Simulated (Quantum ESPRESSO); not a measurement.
## MnAs under changes of volume

One of the cells (16.959 Å³/atom); the others are scaled copies at fixed shape and fractional positions:

```xyz
4
Lattice="3.7100 0.0000 0.0000 -1.8550 3.2130 0.0000 0.0000 0.0000 5.6910" Properties=species:S:1:pos:R:3 pbc="T T T"
As    1.8550    1.0710    4.2683
As    0.0000    2.1420    1.4227
Mn    0.0000    0.0000    2.8455
Mn    0.0000    0.0000    0.0000
```

```yaml
Program: Quantum ESPRESSO 7.5
Functional: LDA
Potentials_or_basis: GBRV 1.5 LDA
Cutoff: 612 eV
Density_cutoff: 4898 eV
k_mesh: 8 × 8 × 5
Occupations: fermi-dirac, width 0.05 eV
Spin: collinear spin, ferromagnetic start
Starting_moments: "[0.0, 0.0, 4.0, 4.0] μB"
```

```csv
volume (Å³/atom),energy over the lowest point (meV/atom),pressure (GPa),moment (μB per cell)
15.942,0.00,-11.1,5.34
16.281,24.75,-12.4,5.48
16.620,51.88,-13.2,5.66
16.959,?,?,?
17.298,108.79,-14.1,6.10
17.638,138.91,-14.8,6.26
17.977,170.41,-15.3,6.41
```

Question: What does the run at 16.959 Å³/atom give?

Answer: Energy over the lowest point 80.13 meV/atom; pressure -13.6 GPa; moment 5.90 μB per cell.

Worked out: A Birch-Murnaghan fit of order 3 (a polynomial in V^(-2/3)) to the other rows has no minimum within the range. It gives 79.58 meV/atom at 16.959 Å³/atom, against the run's 80.13, and -dE/dV = -13.5 GPa, against -13.6. A parabola through the other rows of the moment, of slope 0.549 μB per Å³/atom there, gives 5.88 μB, against the run's 5.90.

Energies are extrapolated to zero smearing.

Caveats: only a ferromagnetic start was run, and an antiferromagnetic order may lie lower in energy.
